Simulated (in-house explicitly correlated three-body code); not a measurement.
**Two electrons around a charge of +2.56: exact states and exact Kohn–Sham parts**

Aim: the lowest states of two electrons around a charge of +2.56 to near-exact accuracy, with their sizes and correlation, then the exact Kohn–Sham parts of the ground state and the errors of common functionals.

The numbers are computed with in-house explicitly correlated three-body code version 1 (two electrons, non-relativistic, variational in exponentially correlated functions), except any that are marked as measured or tabulated.

**1. The atom as given**

* charge of the centre: +2.56
* mass of the centre: infinite
* interactions: Coulomb
* basis: 260 functions exp(−a r1 − b r2 − g r12) a state, exponent ranges optimised
* units: hartree and bohr; relativity and QED are left out

**2. The variational calculation**

Settings:

```ini
Z = 2.56
interaction_strength = 1.0
functions = 260
states_tried = 13
```

Run with:

```sh
> python run_hyl.py task.json out
```

Q: Predict the outcome of this session. Wanted: ground-state energy; binding of the second electron; ⟨r12⟩, ⟨cos θ12⟩; resonance line 1 ¹S–2 ¹P; polarisability of the ground state; Ts, Ex, Ec; exact less Hartree–Fock.

As calculated:

```
                          quantity                                value
               ground-state energy                  -5.10808458 hartree
    binding of the second electron                            49.832 eV
                  ⟨r12⟩, ⟨cos θ12⟩                  1.043 bohr, -0.0508
          resonance line 1 ¹S–2 ¹P                41.659 eV, f = 0.3927
polarisability of the ground state                        0.40631 bohr³
            Ts, Ex, Ec (Kohn–Sham)  5.06937, -1.37562, -0.04301 hartree
           exact less Hartree–Fock                     -0.04298 hartree
```

In words: The second electron is bound by 49.83 eV, and the mean cosine of -0.051 shows the electrons leaning only slightly to opposite sides. The virial ratio −T/E is 1.0000000, where an exact Coulomb state gives 1. Exchange puts 2 ³S 1.40 eV under 2 ¹S. On the exact density BLYP errs least (0.0 millihartree) and LDA PW92 most (+108.6). Self-consistent top levels of the semilocal functionals lie +11.1 to +13.0 eV from minus the binding energy, the exact Kohn–Sham level.
